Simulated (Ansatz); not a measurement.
# AlFGaGeH5O: how energies converge with the basis set

One table from this session's results is given with a row withheld; the runs are named, their logs left out.

Computed with Ansatz 0.2.0, Gaussian basis. Level: one geometry, several basis sets.

Levels to be run: PBE0-D4/def2-SVP; ωB97M-V/def2-SVP; PBE0-D4/def2-QZVPP; ωB97M-V/def2-QZVPP; the functionals' def2-TZVPP values are taken from earlier runs.

## The geometry

The geometry comes from an earlier relaxation with PBE0-D4 in a triple-zeta def2 set; it is a stationary point, not always the lowest conformer.

SMILES `[F][AlH][O][GaH][GeH3]`, 10 atoms, charge 0, spin multiplicity 1.

Atoms are counted from 1 here; the program's logs count them from 0.

Bond lengths: F1–Al2 1.650 Å, Al2–O3 1.665 Å, Al2–H6 1.567 Å, O3–Ga4 1.777 Å, Ga4–Ge5 2.438 Å, Ga4–H7 1.568 Å, Ge5–H8 1.539 Å, Ge5–H9 1.538 Å, Ge5–H10 1.540 Å. Angles: F1–Al2–O3 119.5°, F1–Al2–H6 117.8°, O3–Al2–H6 122.7°, Al2–O3–Ga4 168.1°, O3–Ga4–Ge5 115.5°, O3–Ga4–H7 114.7°, Ge5–Ga4–H7 129.8°, Ga4–Ge5–H8 110.9°, Ga4–Ge5–H9 111.6°, Ga4–Ge5–H10 110.6°, H8–Ge5–H9 108.2°, H8–Ge5–H10 107.2°, H9–Ge5–H10 108.1°.

The first run:

The input, in.yaml:

```yaml
crystal:
  periodic: [false, false, false]
  atoms:
    - {symbol: F, position_ang: [-2.000643, 1.924978, 2.365991]}
    - {symbol: Al, position_ang: [-0.386365, 1.747965, 2.075328]}
    - {symbol: O, position_ang: [0.160978, 0.387343, 1.287940]}
    - {symbol: Ga, position_ang: [0.389993, -1.111136, 0.360657]}
    - {symbol: Ge, position_ang: [0.165833, -0.895513, -2.057515]}
    - {symbol: H, position_ang: [0.572087, 2.888156, 2.561499]}
    - {symbol: H, position_ang: [0.735196, -2.371147, 1.227136]}
    - {symbol: H, position_ang: [-0.864485, -1.899196, -2.606134]}
    - {symbol: H, position_ang: [-0.279412, 0.520213, -2.460428]}
    - {symbol: H, position_ang: [1.506818, -1.191652, -2.754483]}
basis:
  gaussian: {orbitals: def2-SVP}
hamiltonian: {xc: pbe0, dispersion: d4}
output: {orbitals: {seedname: orbitals}}
```

Among the steps run: PBE0-D4 in def2-SVP; ωB97M-V in def2-SVP; PBE0-D4 in def2-QZVPP; ωB97M-V in def2-QZVPP.

One table of the session follows, with a row left open; its other results are not shown here.

It belongs to the step «Density functionals: the series». 

```
functional       basis  HOMO (eV)  LUMO (eV)
   PBE0-D4    def2-SVP      -7.64      -1.61
   PBE0-D4  def2-TZVPP      -7.67      -1.67
   PBE0-D4  def2-QZVPP      -7.67      -1.69
   ωB97M-V    def2-SVP          ?          ?
   ωB97M-V  def2-TZVPP      -9.72       0.05
   ωB97M-V  def2-QZVPP      -9.73      -0.07
```

Q: Estimate the row for ωB97M-V, def2-SVP from the others.

The run gave: HOMO (eV): -9.65; LUMO (eV): 0.16. In the column «HOMO (eV)» it lies between ωB97M-V, def2-TZVPP (-9.72) and PBE0-D4, def2-TZVPP (-7.67).
